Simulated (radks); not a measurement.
# Ga⁴⁺ in [Ar] 3d9: an all-electron calculation

Aim: the levels, the sizes of the orbitals and the parts of the energy of the gallium ion Ga4+.

Method: Dirac Kohn-Sham, exchange-only LDA, spin-unpolarised, spherical densities, finite nucleus; open shells are shared between the two j in proportion to 2j + 1. Code: radks (a radial shooting solver on a logarithmic mesh, Libxc functionals) version 1.

## Step 1: What is computed

* element: gallium (Z = 31)
* charge: +4
* electrons: 27
* configuration: [Ar] 3d9
* nuclear rms radius: 3.9973 fm

The outer shells:

Ga⁴⁺
```
[Ar] core
3d [↑↓][↑↓][↑↓][↑↓][↑ ]
```

## Step 2: Self-consistent calculation

Settings of this run:

```text
Z 31
configuration [Ar] 3d9 4s0 4p0
relativity Dirac
functional lda,
spin unpolarised
j_filling average
nucleus finite rms 3.9973 fm
c 137.035999084
```

Run with:

```
$ python run_ks.py task.json out
```

The same process makes all the runs of this session.

What does the calculation give?

**Answer**, as computed:

```
                        quantity                    value
                    total energy      -1934.10609 hartree
exchange-correlation share of it                   3.54 %
                            −T/E                   1.0205
          highest occupied level        3d5/2, -73.907 eV
    most extended occupied level  3d5/2, <r> = 0.748 bohr
 radius at density 0.001 e/bohr³                2.39 bohr
    maxima of the radial density                        3
         ionisation energy, NIST      86.0 (semi-emp.) eV
```

The radial density shows 3 maxima for 3 occupied principal shells. −T/E is 1.021: with relativity the kinetic term as defined here no longer equals −E. The top level binds by 73.907 eV, 86 % of the NIST ionisation energy of 86.0 eV; the potential of a semilocal functional falls off too fast, so its top eigenvalue is too shallow. Spin polarisation and multiplet splitting are left out. Sharing an open shell by 2j + 1 raises it above the true ground level by a part of the spin-orbit splitting, which enters the differences from NIST.
